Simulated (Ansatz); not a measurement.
# SnH4Se: basis-set convergence

How large a basis does SnH4Se need? Two functionals are run in growing sets.

Method: one geometry, several basis sets; program: Ansatz 0.2.0, Gaussian basis.

Levels to be run: PBE0-D4/def2-SVP; ωB97M-V/def2-SVP; PBE0-D4/def2-QZVPP; ωB97M-V/def2-QZVPP; the functionals' def2-TZVPP values are taken from earlier runs.

## 1. Structure used throughout

All runs share one geometry, relaxed beforehand with PBE0-D4 in a triple-zeta def2 set. Sn takes the def2 core potential; no spin-orbit term is included.

SMILES `[SeH][SnH3]`, 6 atoms, charge 0, spin multiplicity 1.

Atoms are counted from 1 here; the program's logs count them from 0.

Bond lengths: Se1–Sn2 2.533 Å, Se1–H3 1.469 Å, Sn2–H4 1.702 Å, Sn2–H5 1.705 Å, Sn2–H6 1.705 Å. Angles: Sn2–Se1–H3 92.3°, Se1–Sn2–H4 104.9°, Se1–Sn2–H5 109.7°, Se1–Sn2–H6 109.7°, H4–Sn2–H5 111.1°, H4–Sn2–H6 111.1°, H5–Sn2–H6 110.1°.

## 2. PBE0-D4 in def2-SVP

Input file in.yaml:

```yaml
crystal:
  periodic: [false, false, false]
  atoms:
    - {symbol: Se, position_ang: [1.631421, 1.070752, 0.151236]}
    - {symbol: Sn, position_ang: [-0.286482, -0.567648, -0.080727]}
    - {symbol: H, position_ang: [0.716654, 2.213164, 0.276707]}
    - {symbol: H, position_ang: [0.455808, -2.088519, -0.261198]}
    - {symbol: H, position_ang: [-1.218284, -0.171725, -1.452793]}
    - {symbol: H, position_ang: [-1.256917, -0.520025, 1.320577]}
basis:
  gaussian: {orbitals: def2-SVP}
hamiltonian: {xc: pbe0, dispersion: d4}
output: {orbitals: {seedname: orbitals}}
```

Further steps of the session: ωB97M-V in def2-SVP; PBE0-D4 in def2-QZVPP; ωB97M-V in def2-QZVPP.

Before running them: what should the planned runs give, taken together? Wanted: PBE0-D4: double and triple zeta above quadruple; ωB97M-V: double and triple zeta above quadruple.

As calculated:

| quantity | value |
| --- | --- |
| PBE0-D4: double and triple zeta above quadruple | 9.78, 1.44 eV |
| ωB97M-V: double and triple zeta above quadruple | 9.78, 1.40 eV |

For PBE0-D4 the step from double to triple zeta gains 8.34 eV and the next only 1.44 eV. These are total energies; as a rule much of such shifts cancels in differences, which this series doesn't test. The LUMO of ωB97M-V is positive and keeps falling with the basis (1.29 to 0.61 eV): an unbound level that the basis holds in place.
